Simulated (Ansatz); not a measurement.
# CH4AlBO: basis-set convergence

An exercise on one series of results from a longer session: the logs are not shown, and one member is left open.

Method: one geometry, several basis sets; program: Ansatz 0.2.0, Gaussian basis.

Plan: PBE0-D4/def2-SVP; ωB97M-V/def2-SVP; PBE0-D4/def2-QZVPP; ωB97M-V/def2-QZVPP; the functionals' def2-TZVPP values are taken from earlier runs.

1 further run of the same task is left out (it didn't finish).

## The geometry

An earlier PBE0-D4 in a triple-zeta def2 set relaxation fixed the geometry.

8 atoms, charge 0, spin multiplicity 1.

Atoms are counted from 1 here; the program's logs count them from 0.

Bond lengths: C1–Al2 1.943 Å, C1–H5 1.091 Å, C1–H6 1.094 Å, C1–H7 1.094 Å, Al2–B3 1.995 Å, Al2–O4 1.816 Å, B3–O4 1.331 Å, B3–H8 1.197 Å. Angles: Al2–C1–H5 113.1°, Al2–C1–H6 109.7°, Al2–C1–H7 109.7°, H5–C1–H6 108.4°, H5–C1–H7 108.4°, H6–C1–H7 107.4°, C1–Al2–B3 160.9°, C1–Al2–O4 120.4°, B3–Al2–O4 40.5°, Al2–B3–O4 62.5°, Al2–B3–H8 166.0°, O4–B3–H8 131.6°, Al2–O4–B3 77.0°.

Set-up of the first run:

Input file in.yaml:

```yaml
crystal:
  periodic: [false, false, false]
  atoms:
    - {symbol: C, position_ang: [-0.851549, 1.280052, -0.430709]}
    - {symbol: Al, position_ang: [-0.025327, -0.472062, -0.276855]}
    - {symbol: B, position_ang: [1.119021, -1.965061, 0.388352]}
    - {symbol: O, position_ang: [1.186756, -0.803407, 1.033534]}
    - {symbol: H, position_ang: [-1.558424, 1.348049, -1.259097]}
    - {symbol: H, position_ang: [-1.381543, 1.520569, 0.496055]}
    - {symbol: H, position_ang: [-0.078287, 2.041239, -0.573149]}
    - {symbol: H, position_ang: [1.681352, -3.006477, 0.565970]}
basis:
  gaussian: {orbitals: def2-SVP}
hamiltonian: {xc: pbe0, dispersion: d4}
output: {orbitals: {seedname: orbitals}}
```

Command:

```
$ ansatz run in.yaml --threads 2 --pin off --events-out ev --progress --plain --max-ram 4352MiB
```

Steps of the session up to this table: PBE0-D4 in def2-SVP; ωB97M-V in def2-SVP; PBE0-D4 in def2-QZVPP; ωB97M-V in def2-QZVPP.

One of the session's tables, all rows but one given; the rest of the session is left out.

It belongs to the step «Density functionals: the series». 

| functional | basis | HOMO (eV) |
| --- | --- | --- |
| PBE0-D4 | def2-SVP | -5.86 |
| PBE0-D4 | def2-TZVPP | ? |
| PBE0-D4 | def2-QZVPP | -5.90 |
| ωB97M-V | def2-SVP | -7.86 |
| ωB97M-V | def2-TZVPP | -7.89 |
| ωB97M-V | def2-QZVPP | -7.91 |

**Question.** Estimate the row for PBE0-D4, def2-TZVPP.

As computed: HOMO (eV): -5.88. In the column «HOMO (eV)» it lies between PBE0-D4, def2-QZVPP (-5.90) and PBE0-D4, def2-SVP (-5.86).
